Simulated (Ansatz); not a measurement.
# TiH (quartet): the correlation ladder at distance Ti1–H2 = 3.912 Å, def2-TZVP

How much of the correlation energy of TiH (quartet) does each wave-function method recover here?

Computed with Ansatz 0.2.0, Gaussian basis. Level: def2-TZVP, core rule «outside noble gas», up to 9 orbitals frozen.

To be run: UHF; CCSD(T) on ROHF; CCSD(T) on UHF; CISD as a restricted active space (open shells left free, so some higher excitations enter); CCSDT(Q) on ROHF; CCSDT(Q) on UHF; CASSCF and MRCISD+Q, 5 electrons in 5 orbitals; CASSCF and NEVPT2, 5 electrons in 5 orbitals; Full CI.

47 further runs of the same task are left out: 33 for a known fault of the program, 12 that didn't finish, 2 set aside as unsound or not needed. Runs told in other sessions of the task aren't counted.

### Step 1. The system

The geometry derives from a PBE0/def2-TZVP stationary point (not a proven minimum). One bond is set to the value named and the two fragments are kept rigid.

2 atoms, charge 0, spin multiplicity 4.

Atoms are counted from 1 here; the program's logs count them from 0.

No contacts short enough for the rule that draws bonds.

### Step 2. UHF

The input, in.yaml:

```yaml
crystal:
  periodic: [false, false, false]
  atoms:
    - {symbol: Ti, position_ang: [0.000000, 0.000000, 0.000000]}
    - {symbol: H, position_ang: [0.000000, 0.000000, 3.912000]}
basis:
  gaussian: {orbitals: def2-TZVP}
magnetization: {spin_polarized: true, initial_magnetization: 3}
hamiltonian: {xc: hf}
output: {orbitals: {seedname: orbitals}}
```

Run with:

```sh
ansatz run in.yaml --threads 1 --pin off --events-out ev --progress --plain --max-ram 2393MiB
```

The runs that follow: CCSD(T) on ROHF; CCSD(T) on UHF; CISD as a restricted active space (open shells left free, so some higher excitations enter); CCSDT(Q) on ROHF; CCSDT(Q) on UHF; CASSCF and MRCISD+Q, 5 electrons in 5 orbitals; CASSCF and NEVPT2, 5 electrons in 5 orbitals; Full CI.

**Question.** What will the summary of the whole plan be? Wanted: FCI from the RHF energy; RMP2 from FCI; UMP2 from FCI; RCCSD from FCI; RCCSD(T) from FCI; UCCSD(T) from FCI; RCCSDT(Q) from FCI; UCCSDT(Q) from FCI; NEVPT2 pair from FCI.

As calculated:

| quantity | value |
| --- | --- |
| FCI from the ROHF energy | -1.3800 eV |
| RMP2 from FCI | +9.50 kcal/mol |
| UMP2 from FCI | +8.06 kcal/mol |
| RCCSD from FCI | +1.26 kcal/mol |
| RCCSD(T) from FCI | +0.41 kcal/mol |
| UCCSD(T) from FCI | -1.15 kcal/mol |
| RCCSDT(Q) from FCI | -0.01 kcal/mol |
| UCCSDT(Q) from FCI | -1.56 kcal/mol |
| NEVPT2 pair from FCI | +10.78 kcal/mol |
| MRCISD+Q pair from FCI | +0.25 kcal/mol |
| levels within 1 kcal/mol (43 meV) | UCCSD, RCCSD(T), RCCSDT, RCCSDT(Q), MRCISD+Q pair |
| T1 diagnostic | 0.027 |
| effectively unpaired electrons | 3.09 |

In words: RCCSD(T) lands +0.41 kcal/mol from the yardstick (1.3 % of the correlation energy). CCSD(T) misses by +0.41 kcal/mol on the restricted determinant and by -1.15 kcal/mol on the unrestricted one; the two need not hold the same state or core. UCCSD, UCCSD(T), UCCSDT, UCCSDT(Q) fall below full CI: unrestricted runs freeze a spin-polarised core, another one than full CI's, and coupled cluster isn't variational. One determinant dominates. Of the multireference levels listed MRCISD+Q pair comes nearest in total energy (+0.25 kcal/mol), which doesn't show that its space is the better one. These misses are within one basis, not against nature; the frozen cores of restricted and unrestricted runs differ, which can shift their rows.

Levels on UHF freeze UHF's core orbitals, full CI those of ROHF, so the U rows can settle a little off it for that reason alone.

With open shells the CI space here admits some higher excitations, so it is larger than plain CISD.
